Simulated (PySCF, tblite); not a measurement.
# C₄H₅AlCl₂: geometry, infrared bands and NMR shifts

Aim: predict the infrared bands and NMR shifts of C₄H₅AlCl₂ (`[Cl][AlH][C@H]1C=C(Cl)C1`).

The runs use tblite 0.8.0 and PySCF 2.14.0, with density-fitted response routines of our own; the level of theory stands in each step. All values are computed, except where a source is named. Atoms count from 0, in the outputs and in this text.

## Step 1: The molecule as given

12 atoms, charge 0, multiplicity 1; geometry from: force field or distance geometry start.

Bonds of the start (Å): Cl0–Al1 2.23, Al1–C2 1.98, C2–C3 1.48, C3–C4 1.32, C4–Cl5 1.76, C4–C6 1.49, C6–C2 1.50, Al1–H7 1.60, C2–H8 1.10, C3–H9 1.09, C6–H10 1.12, C6–H11 1.10.

## Step 2: Geometry optimisation with GFN2-xTB

The job: settings as JSON, then the geometry in Å.

```
{"job": {"kind": "relax", "xc": "GFN2-xTB", "basis": "xTB"}, "charge": 0, "multiplicity": 1}
Cl     3.830700    -0.814000     0.208300
Al     1.984100     0.383300    -0.126100
C      0.242200    -0.430700     0.362700
C     -0.737100     0.486900     0.978000
C     -1.594200     0.318200    -0.007600
Cl    -3.194100     0.990000    -0.316000
C     -0.721500    -0.610200    -0.774700
H      2.127500     1.896200    -0.621000
H      0.357900    -1.370000     0.928200
H     -0.744500     1.046900     1.908500
H     -1.163900    -1.634900    -0.798300
H     -0.386100    -0.262500    -1.768100
```

On the command line:

```
$ OMP_NUM_THREADS=1 python probes_run.py task.json out
```

One launch serves the whole session: the jobs run in the order shown.

**Question.** This job is followed by: GFN2-xTB harmonic vibrations, gas phase; GIAO PBE0/pcSseg-1 NMR shielding, non-relativistic, gas phase. Predict these results of the whole session: strongest single infrared mode (GFN2-xTB); zero-point energy (GFN2-xTB); ¹³C shifts against TMS (PBE0/pcSseg-1); ¹H shifts against TMS (PBE0/pcSseg-1); ³⁵Cl shifts against HCl (PBE0/pcSseg-1); ²⁷Al shifts against AlH4- (PBE0/pcSseg-1).

As calculated:

| quantity | value |
| --- | --- |
| strongest single infrared mode (GFN2-xTB) | 658 cm⁻¹, 427 km/mol |
| zero-point energy (GFN2-xTB) | 45.7 kcal/mol |
| ¹³C shifts against TMS (PBE0/pcSseg-1) | 140.7, 137.4, 42.1, 32.8 ppm |
| ¹H shifts against TMS (PBE0/pcSseg-1) | 5.95, 4.66, 2.99, 2.96, 2.35 ppm |
| ³⁵Cl shifts against HCl (PBE0/pcSseg-1) | 257, 64 ppm |
| ²⁷Al shifts against AlH4- (PBE0/pcSseg-1) | 151.9 ppm |

The optimisation took 125 steps and gained 0.527 eV; among the close pairs (by a distance rule), Cl0–Al1 changed most, from 2.226 to 2.018 Å. All 30 modes are real, so the xTB geometry is a minimum. The strongest single mode, at 658 cm⁻¹, moves mainly Al1 and H7. GFN2-xTB is a fitted tight-binding method: band positions and strengths are rough. Its intensities can rank the bands wrongly. H9 (hydrogen on an alkene CH) lies farthest downfield among hydrogen, at 5.95 ppm; olefinic region. At PBE0/pcSseg-1: The largest span, 542 ppm, is at Cl5, where the paramagnetic term is -453 ppm.
